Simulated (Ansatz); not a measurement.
# C₁₁H₁₄O: basis-set convergence

One table from this session's results is given with a row withheld; the runs are named, their logs left out.

Program: Ansatz 0.2.0, Gaussian basis. Level of theory: one geometry, several basis sets. These are calculated values, not measurements.

Plan: PBE0-D4/def2-SVP; ωB97M-V/def2-SVP; PBE0-D4/def2-QZVPP; ωB97M-V/def2-QZVPP; the functionals' def2-TZVPP values are taken from earlier runs.

### The geometry

An earlier PBE0-D4 in a triple-zeta def2 set relaxation fixed the geometry.

SMILES `CC(C)CC(=O)c1ccccc1`, 26 atoms, charge 0, spin multiplicity 1.

Atoms are counted from 1 here; the program's logs count them from 0.

Bond lengths: C1–C2 1.521 Å, C1–H13 1.094 Å, C1–H14 1.093 Å, C1–H15 1.092 Å, C2–C3 1.521 Å, C2–C4 1.536 Å, C2–H16 1.096 Å, C3–H17 1.094 Å, C3–H18 1.093 Å, C3–H19 1.093 Å, C4–C5 1.507 Å, C4–H20 1.093 Å, C4–H21 1.094 Å, C5–O6 1.212 Å, C5–C7 1.494 Å, C7–C8 1.394 Å, C7–C12 1.393 Å, C8–C9 1.382 Å and more. Angles: C2–C1–H13 110.6°, C2–C1–H14 110.6°, C2–C1–H15 112.0°, H13–C1–H14 107.9°, H13–C1–H15 107.4°, H14–C1–H15 108.0°, C1–C2–C3 111.1°, C1–C2–C4 111.4°, C1–C2–H16 108.1°, C3–C2–C4 109.8°, C3–C2–H16 108.2°, C4–C2–H16 108.2°, C2–C3–H17 110.7°, C2–C3–H18 111.6°, C2–C3–H19 111.0°, H17–C3–H18 107.8°, H17–C3–H19 107.7°, H18–C3–H19 108.0° and more.

Coordinates:

```mol
C11H14O
  3D, bonds by distance, orders not assigned

 26 26  0  0  0  0  0  0  0  0999 V2000
   -1.4164    1.3406    1.9002 C   0  0
    0.0033    0.8401    1.6808 C   0  0
    0.8824    1.1413    2.8848 C   0  0
    0.6236    1.4529    0.4164 C   0  0
   -0.1377    1.1055   -0.8374 C   0  0
   -0.8600    1.9197   -1.3697 O   0  0
   -0.0210   -0.2753   -1.3948 C   0  0
   -0.8690   -0.6332   -2.4417 C   0  0
   -0.8024   -1.8965   -2.9984 C   0  0
    0.1176   -2.8196   -2.5172 C   0  0
    0.9680   -2.4733   -1.4783 C   0  0
    0.8973   -1.2078   -0.9178 C   0  0
   -1.4263    2.4265    2.0333 H   0  0
   -1.8501    0.8882    2.7952 H   0  0
   -2.0677    1.1089    1.0552 H   0  0
   -0.0361   -0.2477    1.5495 H   0  0
    0.9607    2.2208    3.0462 H   0  0
    1.8944    0.7496    2.7518 H   0  0
    0.4668    0.6990    3.7935 H   0  0
    0.6183    2.5423    0.5001 H   0  0
    1.6648    1.1284    0.3281 H   0  0
   -1.5737    0.1065   -2.8023 H   0  0
   -1.4671   -2.1665   -3.8109 H   0  0
    0.1722   -3.8102   -2.9543 H   0  0
    1.6889   -3.1906   -1.1036 H   0  0
    1.5692   -0.9498   -0.1086 H   0  0
  1  2  8  0
  2  3  8  0
  2  4  8  0
  4  5  8  0
  5  6  8  0
  5  7  8  0
  7  8  8  0
  8  9  8  0
  9 10  8  0
 10 11  8  0
 11 12  8  0
  1 13  8  0
  1 14  8  0
  1 15  8  0
  2 16  8  0
  3 17  8  0
  3 18  8  0
  3 19  8  0
  4 20  8  0
  4 21  8  0
  8 22  8  0
  9 23  8  0
 10 24  8  0
 11 25  8  0
 12 26  8  0
  7 12  8  0
M  END
```

Set-up of the first run:

File in.yaml:

```yaml
crystal:
  periodic: [false, false, false]
  atoms:
    - {symbol: C, position_ang: [-1.416437, 1.340600, 1.900234]}
    - {symbol: C, position_ang: [0.003259, 0.840094, 1.680764]}
    - {symbol: C, position_ang: [0.882445, 1.141330, 2.884814]}
    - {symbol: C, position_ang: [0.623559, 1.452922, 0.416364]}
    - {symbol: C, position_ang: [-0.137707, 1.105459, -0.837416]}
    - {symbol: O, position_ang: [-0.860013, 1.919669, -1.369730]}
    - {symbol: C, position_ang: [-0.021030, -0.275321, -1.394844]}
    - {symbol: C, position_ang: [-0.869001, -0.633152, -2.441692]}
    - {symbol: C, position_ang: [-0.802390, -1.896537, -2.998424]}
    - {symbol: C, position_ang: [0.117630, -2.819559, -2.517171]}
    - {symbol: C, position_ang: [0.968032, -2.473292, -1.478267]}
    - {symbol: C, position_ang: [0.897334, -1.207788, -0.917845]}
    - {symbol: H, position_ang: [-1.426254, 2.426522, 2.033259]}
    - {symbol: H, position_ang: [-1.850139, 0.888152, 2.795249]}
    - {symbol: H, position_ang: [-2.067660, 1.108932, 1.055219]}
    - {symbol: H, position_ang: [-0.036083, -0.247663, 1.549539]}
    - {symbol: H, position_ang: [0.960681, 2.220816, 3.046183]}
    - {symbol: H, position_ang: [1.894428, 0.749637, 2.751754]}
    - {symbol: H, position_ang: [0.466773, 0.699017, 3.793509]}
    - {symbol: H, position_ang: [0.618292, 2.542308, 0.500062]}
    - {symbol: H, position_ang: [1.664819, 1.128439, 0.328141]}
    - {symbol: H, position_ang: [-1.573692, 0.106476, -2.802269]}
    - {symbol: H, position_ang: [-1.467137, -2.166501, -3.810919]}
    - {symbol: H, position_ang: [0.172168, -3.810162, -2.954318]}
    - {symbol: H, position_ang: [1.688921, -3.190644, -1.103576]}
    - {symbol: H, position_ang: [1.569212, -0.949764, -0.108607]}
basis:
  gaussian: {orbitals: def2-SVP}
hamiltonian: {xc: pbe0, dispersion: d4}
output: {orbitals: {seedname: orbitals}}
```

Command:

```bash
$ ansatz run in.yaml --threads 4 --pin off --events-out ev --progress --plain --max-ram 46080MiB --backend cpu
```

Among the steps run: PBE0-D4 in def2-SVP; ωB97M-V in def2-SVP; PBE0-D4 in def2-QZVPP; ωB97M-V in def2-QZVPP.

One table of the session follows, with a row left open; its other results are not shown here.

It belongs to the step «Density functionals: the series». 

```
functional       basis  HOMO (eV)
   PBE0-D4    def2-SVP          ?
   PBE0-D4  def2-TZVPP      -7.16
   PBE0-D4  def2-QZVPP      -7.18
   ωB97M-V    def2-SVP      -9.48
   ωB97M-V  def2-TZVPP      -9.56
   ωB97M-V  def2-QZVPP      -9.57
```

Q: Estimate the row for PBE0-D4, def2-SVP from the others.

The run gave: HOMO (eV): -7.08. In the column «HOMO (eV)» it is the highest.
